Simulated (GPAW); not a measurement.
# NbSi (Fm-3m) in GPAW: notebook

Runs on NbSi. Level: PBE. Tasks: equation of state.

Everything below comes from runs of GPAW 26.7.0. Logs are shortened: lines on timing, memory, paths and dates and some standing lists are left out, and cuts for length are marked. The log counts tension as positive stress, the text compression.

## (1) The structure

The structure is cubic, space group Fm-3m (No. 225). Conventional cell: a = 5.148 Å, b = 5.148 Å, c = 5.148 Å, α = 90.00°, β = 90.00°, γ = 90.00°. Nb (site symmetry m-3m) has 6 Si at 2.57 Å as nearest neighbours. Si (site symmetry m-3m) has 6 Nb at 2.57 Å as nearest neighbours.

The cell was built by a generator and needn't be a form met in nature.

## (2) Equation of state, PBE

The input, run.py:

```python
from ase import Atoms
from ase.eos import EquationOfState
from ase.io import Trajectory
from ase.units import GPa
from gpaw import GPAW, PW

atoms = Atoms(['Nb', 'Si'],
              cell=[[0.0, 2.57383, 2.57383],
                    [2.57383, 0.0, 2.57383],
                    [2.57383, 2.57383, 0.0]],
              scaled_positions=[[0.0, 0.0, 0.0],
                                [0.5, 0.5, 0.5]],
              pbc=True)

traj = Trajectory('eos.traj', 'w')
volumes, energies = [], []
for x in [0.94, 0.96, 0.98, 1.0, 1.02, 1.04, 1.06]:
    a = atoms.copy()
    a.set_cell(atoms.cell * x**(1 / 3), scale_atoms=True)
    calc = GPAW(mode=PW(600),
                xc='PBE',
                kpts={'size': (9, 9, 9), 'gamma': True},
                occupations={'name': 'fermi-dirac', 'width': 0.05},
                nbands=19,
                convergence={'density': 1e-05, 'energy': 1e-05},
                maxiter=150,
                txt=f'eos-{x:.2f}.txt')
    a.calc = calc
    energies.append(a.get_potential_energy(force_consistent=True))
    volumes.append(a.get_volume())
    p = -a.get_stress()[:3].mean() / GPa
    calc.write(f'eos-{x:.2f}.gpw')
    traj.write(a)
    print(f'{x:.2f} {volumes[-1]:10.4f} A^3 {energies[-1]:14.6f} eV {p:9.3f} GPa', flush=True)

v0, e0, B = EquationOfState(volumes, energies, eos='birchmurnaghan').fit()
print(f'V0 = {v0:.4f} A^3, E0 = {e0:.6f} eV, B0 = {B / GPa:.2f} GPa')
```

Potentials or basis: GPAW PAW data sets (gpaw-data 1.2.1), pw.

On the command line:

```bash
$ OMP_NUM_THREADS=1 python run.py
```

What it wrote:

```text
__  _  _
 | _ |_)|_||  |
 |__||  | ||/\| - 26.7.0

Input parameters:
  mode=PW(ecut=600.0),
  convergence={'density': 1e-05, 'energy': 1e-05},
  kpts=MonkhorstPack(size=(9, 9, 9), gamma=True),
  maxiter=150,
  nbands=19,
  occupations=Occupations(name='fermi-dirac', width=0.05),
  xc=XC(name='PBE')

Diagonalizing LCAO Hamiltonian
Converting LCAO to pw mode

               Si

       Nb

Atoms  # Å, Bohr magnetons
|   | symbol |        x |        y |        z |    initial magnetic moments |
|---|--------|----------|----------|----------|-----------------------------|
| 0 |     Nb | 0.000000 | 0.000000 | 0.000000 | ( 0.0000,  0.0000,  0.0000) |
| 1 |     Si | 2.521288 | 2.521288 | 2.521288 | ( 0.0000,  0.0000,  0.0000) |

Unit cell  # Å
| periodic |        x |        y |        z |  lengths |    angles |
|----------|----------|----------|----------|----------|-----------|
|      yes | 0.000000 | 2.521288 | 2.521288 | 3.565640 | 60.000000 |
|      yes | 2.521288 | 0.000000 | 2.521288 | 3.565640 | 60.000000 |
|      yes | 2.521288 | 2.521288 | 0.000000 | 3.565640 | 60.000000 |

Number of symmetries: 48
Symmetry operations  # r_c * U_cc + t_c -> r_c
|    | kind |            matrix            |
|----|------|------------------------------|
|  0 |  σ   |  1, 0, 0,  1, 0,-1,  1,-1, 0 |
|  1 |  C2  |  1, 0, 0,  1,-1, 0,  1, 0,-1 |
|  2 |  E   |  1, 0, 0,  0, 1, 0,  0, 0, 1 |
|  3 |  σ   |  1, 0, 0,  0, 0, 1,  0, 1, 0 |
|  4 |  C4  |  1, 0,-1,  1, 0, 0,  1,-1, 0 |
|  5 |  S6  |  1, 0,-1,  1,-1, 0,  1, 0, 0 |
|  6 |  σ   |  1, 0,-1,  0, 1,-1,  0, 0,-1 |
|  7 |  C3  |  1, 0,-1,  0, 0,-1,  0, 1,-1 |
|  8 |  S6  |  1,-1, 0,  1, 0, 0,  1, 0,-1 |
|  9 |  C4  |  1,-1, 0,  1, 0,-1,  1, 0, 0 |
| 10 |  C3  |  1,-1, 0,  0,-1, 1,  0,-1, 0 |
| 11 |  σ   |  1,-1, 0,  0,-1, 0,  0,-1, 1 |
| 12 |  σ   |  0, 1, 0,  1, 0, 0,  0, 0, 1 |
| 13 |  C4  |  0, 1, 0,  0, 1,-1, -1, 1, 0 |
| 14 |  C3  |  0, 1, 0,  0, 0, 1,  1, 0, 0 |
| 15 |  S6  |  0, 1, 0, -1, 1, 0,  0, 1,-1 |
| 16 |  C2  |  0, 1,-1,  1, 0,-1,  0, 0,-1 |
| 17 |  σ   |  0, 1,-1,  0, 1, 0, -1, 1, 0 |
| 18 |  S4  |  0, 1,-1,  0, 0,-1,  1, 0,-1 |
| 19 |  C4  |  0, 1,-1, -1, 1, 0,  0, 1, 0 |
| 20 |  C3  |  0, 0, 1,  1, 0, 0,  0, 1, 0 |
| 21 |  σ   |  0, 0, 1,  0, 1, 0,  1, 0, 0 |
| 22 |  S6  |  0, 0, 1,  0,-1, 1, -1, 0, 1 |
| 23 |  C4  |  0, 0, 1, -1, 0, 1,  0,-1, 1 |
| 24 |  S4  |  0, 0,-1,  1, 0,-1,  0, 1,-1 |
| 25 |  C3  |  0, 0,-1,  0, 1,-1,  1, 0,-1 |
| 26 |  C2  |  0, 0,-1,  0,-1, 0, -1, 0, 0 |
| 27 |  S6  |  0, 0,-1, -1, 0, 0,  0,-1, 0 |
| 28 |  S4  |  0,-1, 1,  1,-1, 0,  0,-1, 0 |
| 29 |  C4  |  0,-1, 1,  0, 0, 1, -1, 0, 1 |
| 30 |  C2  |  0,-1, 1,  0,-1, 0,  1,-1, 0 |
| 31 |  σ   |  0,-1, 1, -1, 0, 1,  0, 0, 1 |
| 32 |  C3  |  0,-1, 0,  1,-1, 0,  0,-1, 1 |
| 33 |  S6  |  0,-1, 0,  0, 0,-1, -1, 0, 0 |
| 34 |  S4  |  0,-1, 0,  0,-1, 1,  1,-1, 0 |
| 35 |  C2  |  0,-1, 0, -1, 0, 0,  0, 0,-1 |
| 36 |  C2  | -1, 1, 0,  0, 1, 0,  0, 1,-1 |
| 37 |  S6  | -1, 1, 0,  0, 1,-1,  0, 1, 0 |
| 38 |  S4  | -1, 1, 0, -1, 0, 1, -1, 0, 0 |
| 39 |  C3  | -1, 1, 0, -1, 0, 0, -1, 0, 1 |
| 40 |  S6  | -1, 0, 1,  0, 0, 1,  0,-1, 1 |
| 41 |  C2  | -1, 0, 1,  0,-1, 1,  0, 0, 1 |
| 42 |  C3  | -1, 0, 1, -1, 1, 0, -1, 0, 0 |
| 43 |  S4  | -1, 0, 1, -1, 0, 0, -1, 1, 0 |
| 44 |  C2  | -1, 0, 0,  0, 0,-1,  0,-1, 0 |
| 45 |  i   | -1, 0, 0,  0,-1, 0,  0, 0,-1 |
| 46 |  σ   | -1, 0, 0, -1, 1, 0, -1, 0, 1 |
| 47 |  C2  | -1, 0, 0, -1, 0, 1, -1, 1, 0 |

BZ-sampling:
  Number of BZ points: 729
  Number of IBZ points: 35

  Monkhorst-Pack size: [9, 9, 9]
  Monkhorst-Pack shift: [0, 0, 0]

K-points  # in reciprocal-cell coordinates
|     |                                coordinates |     weight |
|-----|--------------------------------------------|------------|
|   0 | (  0.00000000,   0.00000000,   0.00000000) | 0.00137174 |
|   1 | (  0.11111111,   0.11111111,   0.00000000) | 0.00823045 |
|   2 | (  0.11111111,   0.11111111,   0.11111111) | 0.01097394 |
|   3 | (  0.22222222,   0.11111111,   0.11111111) | 0.01646091 |
|   4 | (  0.22222222,   0.22222222,   0.00000000) | 0.00823045 |
|   5 | (  0.22222222,   0.22222222,   0.11111111) | 0.03292181 |
|   6 | (  0.22222222,   0.22222222,   0.22222222) | 0.01097394 |
|   7 | (  0.33333333,   0.22222222,   0.11111111) | 0.03292181 |
|   8 | (  0.33333333,   0.22222222,   0.22222222) | 0.03292181 |
|   9 | (  0.33333333,   0.33333333,  -0.33333333) | 0.01646091 |
| ... |                                            |            |
|  34 | (  0.44444444,   0.44444444,   0.44444444) | 0.01097394 |

Plane wave coefficients: 1083
Cutoff: 600.0 eV

Spin-components: 1 (collinear spins)
Bands:           19
Projectors:      11
Spin-degeneracy: 2
Datatype:        complex128

Parallelization:
  kpt:    1
  domain: 1
  band:   1

Density:
  Valence electrons: 17.0
  Components: 1
  Grid points: [21 21 21]
  Charge: 0.0  # |e|

Potential:
  Grid points: [21 21 21]

species:
  Nb:
    name:    Niobium
    Z:       41.0
    valence: 13
    core:    28
    charge:  0.0  # [|e|]
    compensation charges:
      type: gauss
      rc: 0.40  # [Å]
      lmax: 2
    cutoffs:
      filter: 2.35  # [Å]
      core: 1.51  # [Å]
    projectors
    | kind |    occ | energy [eV] | rcut [Å] |
    |------|--------|-------------|----------|
    |   4s |  2.000 |     -58.361 |    1.323 |
    |   5s |  1.000 |      -3.980 |    1.323 |
    |   4p |  6.000 |     -34.526 |    1.323 |
    |   5p |  0.000 |      -1.111 |    1.323 |
    |   4d |  4.000 |      -3.041 |    1.244 |
    |    d |        |      24.171 |    1.244 |

    Using partial waves for Nb as LCAO basis

  Si:
    name:    Silicon
    Z:       14.0
    valence: 4
    core:    10
    charge:  0.0  # [|e|]
    compensation charges:
      type: gauss
      rc: 0.33  # [Å]
      lmax: 2
    cutoffs:
      filter: 1.86  # [Å]
      core: 2.06  # [Å]
    projectors
    | kind |    occ | energy [eV] | rcut [Å] |
    |------|--------|-------------|----------|
    |   3s |  2.000 |     -10.812 |    1.058 |
    |   3p |  2.000 |      -4.081 |    1.058 |
    |    s |        |      16.399 |    1.058 |
    |    p |        |      23.130 |    1.058 |
    |    d |        |       0.000 |    1.058 |

    Using partial waves for Si as LCAO basis

Reference energy: -111792.492039  # eV

eigensolver:
  PPCG
  Converge bands: occupied
  niter=2

density mixing:
  MSR1-Mixer
  Pratt-step length: 0.05
  Maximum mixing coefficient: 0.75
  Old densities: 10
  SVD Regularization: 0.005
  Good broyden scale: 1.0
  Trust region scale: 1.0
  Backstep threshold: 4.0
  History deletion threshold: 6.0
  Fourier metric: weight=20.0, sigma=0.015

occupation numbers:
  Fermi-Dirac:
    width: 0.0500  # eV

poisson solver:
  ecut: 4800.0  # eV

xc functional:
  name: PBE with 2 nearest neighbor stencil

convergence criteria:
- Maximum integral of absolute [dens]ity change: 1e-05 electrons / valence electron
- Maximum [total energy] change in last 3 cyles: 1e-05 eV / valence electron
- Maximum integral of absolute [eigenst]ate change: 4e-08 eV^2 / valence electron
maximum number of iterations: 150

SCF iterations
|iter     | |      energy | eigst |  dens |
|---------|-|-------------|-------|-------|
|iter:   1| |  -17.472782 | +0.26 |       |
|iter:   2| |  -17.114128 | -2.23 | -0.90 |
|iter:   3| |  -16.151033 | -1.15 | -0.96 |
|iter:   4| |  -16.148424 | -3.05 | -1.67 |
|iter:   5| |  -16.152461 | -3.24 | -1.93 |
|iter:   6| |  -16.152235 | -4.71 | -2.73 |
|iter:   7| |  -16.152219 | -6.24 | -3.45 |
|iter:   8| |  -16.152222c| -7.82c| -4.27 |
|iter:   9| |  -16.152222c| -7.55c| -4.81 |
|iter:  10| |  -16.152222c| -8.78c| -5.69c|

Converged in 10 steps
Energy contributions relative to reference atoms: (reference = -111792.492039)

Energy contributions:
  Kinetic:          14.487168
  Coulomb:         -15.959805
  Zero:             -0.079264
  External:          0.000000
  Xc:              -14.594715
  Entropy:          -0.011212
  Spinorbit:         0.000000
  ----------------------------
  Free energy:     -16.157828
  Extrapolated:    -16.152222

dipole moment: (-18.413339, -18.413339, -18.413339)  # |e|*Ang

Fermi level: 10.800
Eigenvalues  # (at kpt = [0.000, 0.000, 0.000])
| band index |      eig [eV] | occ [0-2] |
|------------|---------------|-----------|
|          0 |       -44.350 |     2.000 |
|        ... |               |           |
|          2 |       -20.418 |     2.000 |
|          3 |       -20.418 |     2.000 |
|          4 |        -0.158 |     2.000 |
|          5 |         9.429 |     2.000 |
|          6 |         9.429 |     2.000 |
|          7 |         9.429 |     2.000 |
[... 9 lines left out ...]
|         17 |        24.728 |     0.000 |
|         18 |        28.888 |     0.000 |

No gap
No difference between direct/indirect transitions

Stress tensor  # eV/Ang^3
|         x |         y |         z |
|-----------|-----------|-----------|
| -0.065567 |  0.000000 |  0.000000 |
|  0.000000 | -0.065567 |  0.000000 |
|  0.000000 |  0.000000 | -0.065567 |

# Writing to eos-0.94.gpw (mode='')
```

Run time: 75 s. Hardware: 1 thread of Intel Xeon Platinum 8488C (Sapphire Rapids), shared host; peak memory 0.2 GiB.

Results:

```
Equilibrium volume                      : 17.05 Å³/atom
Bulk modulus                            : 151 GPa
Pressure derivative of the bulk modulus : 4.0
```

Energy against volume, from the lowest point:
```csv
volume (Å³/atom),energy (meV/atom)
16.028,31.94
16.369,13.69
16.710,3.29
17.051,0.00
17.392,3.15
17.733,12.14
18.074,26.40
```

## (3) Equation of state, PBE

Changes to run.py since step 2:

```diff
@@ -23,3 +23,4 @@
                 occupations={'name': 'fermi-dirac', 'width': 0.05},
-                nbands=19,
+                setups={'Nb': '5'},
+                nbands=-11,
                 convergence={'density': 1e-05, 'energy': 1e-05},
```

Potentials or basis: GPAW PAW data sets (gpaw-data 1.2.1), other valence, pw.

On the command line:

```bash
$ OMP_NUM_THREADS=1 python run.py
```

It took 68 s on 1 thread of Intel Xeon Platinum 8488C (Sapphire Rapids), shared host; peak memory 0.2 GiB.

It converged, with:

| Quantity | Value |
| --- | --- |
| Equilibrium volume | 17.29 Å³/atom |
| Bulk modulus | 154 GPa |
| Pressure derivative of the bulk modulus | 4.1 |

Energy against volume, from the lowest point:
```tsv
volume (Å³/atom)	energy (meV/atom)
16.028	49.77
16.369	25.40
16.710	9.51
17.051	1.28
17.392	0.00
17.733	5.00
18.074	15.66
```
